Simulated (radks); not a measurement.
**Mo¹²⁺ in [Ar] 3d9.5 4s2 4f0.5: an all-electron calculation**

One table from this session's results is given with a row withheld; the runs are named, their logs left out.

Method: Dirac Kohn-Sham, revPBE, spin-unpolarised, spherical densities, point nucleus; open shells fill j = l - 1/2 first. Code: radks (a radial shooting solver on a logarithmic mesh, Libxc functionals) version 1.

## The system

* element: molybdenum (Z = 42)
* charge: +12
* electrons: 30
* configuration: [Ar] 3d9.5 4s2 4f0.5

Set-up of the first run:

Input:

```text
Z 42
configuration [Ar] 3d9.5 4s2 4f0.5
relativity Dirac
functional pbe_r,pbe
spin unpolarised
j_filling energy
nucleus point
c 137.035999084
```

One of the session's tables, all rows but one given; the rest of the session is left out.

It belongs to the step «Orbitals and density». From the orbitals of this run (lengths in bohr):

```
level      <r>  outermost maximum (interpolated)  90 % within  nodes
1s1/2  0.03516                            0.0229       0.0630      0
2s1/2   0.1532                             0.130        0.237      1
2p1/2   0.1306                             0.101        0.214      0
2p3/2   0.1352                             0.105        0.220      0
3s1/2   0.4238                             0.382        0.625      2
3p1/2        ?                                 ?            ?      ?
3p3/2   0.4271                             0.377        0.643      1
3d3/2   0.4016                             0.317        0.638      0
3d5/2   0.4048                             0.319        0.642      0
4s1/2   0.9662                             0.916         1.37      3
4f5/2    1.209                              1.06         1.80      0
4f7/2    1.210                              1.06         1.80      0
```

Estimate the missing values for 3p1/2.

**Answer.** <r>: 0.4172; outermost maximum (interpolated): 0.368; 90 % within: 0.629; nodes: 1. In the column «<r>» it lies between 3d5/2 (0.4048) and 3s1/2 (0.4238).
